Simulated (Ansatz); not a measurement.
I need a single point of NaTl (distorted cell). Use Ansatz 0.2.0 through its Python package. Use: PBEsol, PAW, cutoff 260 eV, 3×3×3 k-points, Fermi-Dirac smearing of 0.01 eV.

```yaml
crystal:
  lattice:
    - [0.05557, 3.69748, 3.65217]
    - [3.73277, 0.01501, 3.69273]
    - [3.75899, 3.76426, -0.01122]
  atoms:
    - { symbol: Na, position: [0.72971, 0.75383, 0.76129] }
    - { symbol: Na, position: [0.51513, 0.47280, 0.48260] }
    - { symbol: Tl, position: [0.01275, 0.00568, 0.99841] }
    - { symbol: Tl, position: [0.25430, 0.26641, 0.23725] }
```

`natl.py`:
```python
'''Single point of NaTl, distorted.'''

from collections import Counter
import warnings

import ansatz as az
import numpy as np

warnings.simplefilter('ignore', az.DeckWarning)

lattice = az.Lattice.of(
    (0.05557, 3.69748, 3.65217),
    (3.73277, 0.01501, 3.69273),
    (3.75899, 3.76426, -0.01122),
)
sites = [
    ('Na', (0.72971, 0.75383, 0.76129)),
    ('Na', (0.51513, 0.4728, 0.4826)),
    ('Tl', (0.01275, 0.00568, 0.99841)),
    ('Tl', (0.2543, 0.26641, 0.23725)),
]
system = az.Crystal(lattice=lattice)
for symbol, position in sites:
    system = system.atom(symbol, position)

# functional, basis and sampling
calc = (
    system.calculation()
    .functional(az.Functional.PBESOL)
    .pseudopotentials('paw')
    .basis(260, density_ratio=6)
    .kpoints(3, 3, 3, shift=0.5)
    .occupations('fermi_dirac', width=0.01)
    .mixing('broyden', ndim=4, beta=0.6)
    .scf(tolerance=1e-07)
    .density_of_states(energy_step=0.1, method='smearing', broadening_width=0.2, projected=True)
)
session = calc.session()
planned = session.plan(threads=1)
outcome = planned.execute()
report = outcome.report

for key in ('converged', 'n_iterations', 'n_electrons', 'n_kpoints', 'n_pw', 'n_symmetry_ops', 'free_energy_ev', 'fermi_energy_ev'):
    print(f'{key:18s} {report[key]}')

told = Counter((n['data']['severity'], n['data']['kind']) for n in outcome.notices if n['event'] == 'notice')
for (severity, kind), count in sorted(told.items()):
    print(f'{severity:8s} {kind} x{count}')

dos = outcome.density_of_states()
energy = np.asarray(dos.energies_ev) - dos.fermi_ev
projected = outcome.projected_density_of_states()
# electrons in each projected shell, from the curves below the Fermi level
step = energy[1] - energy[0]
for index, site in enumerate(projected.sites):
    for shell in site.shells:
        curve = sum(np.sum(part.g_bin_mean_per_ev, axis=0) for part in shell.curves)
        print(f'site {index} {site.species:2s} {shell.label:3s} filled {curve[energy <= 0].sum() * step:7.3f}  at E_F {np.interp(0, energy, curve):7.3f} /eV')
```

```console
$ python natl.py
converged          True
n_iterations       7
n_electrons        44.0
n_kpoints          14
n_pw               949
n_symmetry_ops     1
free_energy_ev     -25542.092022275803
fermi_energy_ev    7.918205775526609
audit    band_cg_iterations x1
audit    preconditioner_resolved x1
site 0 Na 2S  filled   1.978  at E_F   0.001 /eV
site 0 Na 3S  filled   0.329  at E_F   0.179 /eV
site 0 Na 2P  filled   5.995  at E_F   0.001 /eV
site 1 Na 2S  filled   1.979  at E_F   0.001 /eV
site 1 Na 3S  filled   0.330  at E_F   0.150 /eV
site 1 Na 2P  filled   5.994  at E_F   0.001 /eV
site 2 Tl 6S  filled   1.502  at E_F   0.135 /eV
site 2 Tl 6P  filled   2.252  at E_F   0.357 /eV
site 2 Tl 5D  filled   9.971  at E_F   0.007 /eV
site 3 Tl 6S  filled   1.503  at E_F   0.130 /eV
site 3 Tl 6P  filled   2.239  at E_F   0.345 /eV
site 3 Tl 5D  filled   9.971  at E_F   0.007 /eV
```

These settings explore the input space; cutoff and mesh may be short of convergence. The cutoff lies under the one recommended for these potentials. For a metal this mesh is far too coarse, so the numbers only illustrate the procedure. An absolute Fermi energy rests on an arbitrary zero of the periodic potential and has no direct meaning. Projections exist only for the shells that the potentials hold, some of them semicore, and samples at single energies can miss narrow peaks. Spin-orbit coupling, which matters for elements this heavy, is left out. The cell is a database structure, distorted on purpose. The computed bands are complete only to about 3.8 eV above the Fermi level; beyond that the density of states is undercounted. The script silences the warnings on its input, which a real study should read. Timing: 2.4 s on 1 thread of Arm Neoverse V2 (shared host), peak memory 0.36 GiB.
